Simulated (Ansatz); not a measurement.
# RuH2 (quintet): the correlation ladder, def2-SVP

An exercise on one series of results from a longer session: the logs are not shown, and one member is left open.

The runs use Ansatz 0.2.0, Gaussian basis; def2-SVP, core rule «outside noble gas», up to 4 orbitals frozen.

Plan: UHF; CCSD(T) on ROHF; CCSD(T) on UHF; CISD; CCSDT(Q) on ROHF; CCSDT(Q) on UHF; CCSDTQ on ROHF; CASSCF and MRCISD+Q, 10 electrons in 8 orbitals; CASSCF and NEVPT2, 10 electrons in 8 orbitals.

5 further runs of the same task are left out: 5 set aside as unsound or not needed.

## What is computed

The geometry is a PBE0/def2-TZVP stationary point (not a proven minimum). No spin-orbit coupling is included. Elements past krypton take def2 core potentials.

3 atoms, charge 0, spin multiplicity 5.

Atoms are counted from 1 here; the program's logs count them from 0.

Bond lengths: Ru1–H2 1.687 Å, Ru1–H3 1.687 Å. Angles: H2–Ru1–H3 140.7°.

The first run:

The input, in.yaml:

```yaml
crystal:
  periodic: [false, false, false]
  atoms:
    - {symbol: Ru, position_ang: [0.000000, -0.011100, 0.000000]}
    - {symbol: H, position_ang: [0.000000, 0.556518, -1.588153]}
    - {symbol: H, position_ang: [0.000000, 0.556518, 1.588153]}
basis:
  gaussian: {orbitals: def2-SVP}
magnetization: {spin_polarized: true, initial_magnetization: 4}
hamiltonian: {xc: hf}
output: {orbitals: {seedname: orbitals}}
```

On the command line:

```sh
> ansatz run in.yaml --threads 1 --pin off --events-out ev --progress --plain --max-ram 4096MiB --backend cpu
```

Steps of the session up to this table: UHF; CCSD(T) on ROHF; CCSD(T) on UHF; CISD; CCSDT(Q) on ROHF; CCSDT(Q) on UHF; CCSDTQ on ROHF; CASSCF and MRCISD+Q, 10 electrons in 8 orbitals; CASSCF and NEVPT2, 10 electrons in 8 orbitals.

One table of the session follows, with a row left open; its other results are not shown here.

It belongs to the step «Misses and costs». 

```
          method  from RCCSDTQ (kcal/mol)
            ROHF                  +118.16
             UHF                  +112.36
            RMP2                   +18.28
            UMP2                   +16.69
            CISD                   +10.02
           RCCSD                    +3.27
           UCCSD                        ?
        RCCSD(T)                    +0.64
        UCCSD(T)                    -0.89
          RCCSDT                    +0.13
          UCCSDT                    -1.45
       RCCSDT(Q)                    +0.02
       UCCSDT(Q)                    -1.57
         RCCSDTQ                        0
  CASSCF valence                  +107.46
  NEVPT2 valence                   +21.10
  MRCISD valence                    +8.66
MRCISD+Q valence                    +2.09
```

Q: Estimate the row for UCCSD from the others.

**Answer.** from RCCSDTQ (kcal/mol): +1.76. In the column «from RCCSDTQ (kcal/mol)» it lies between RCCSD(T) (+0.64) and MRCISD+Q valence (+2.09).

To keep in mind: Restricted and unrestricted rows rest on different reference determinants; where their highest levels disagree by more than a few hundredths of an eV, they describe different states and don't form one ladder.
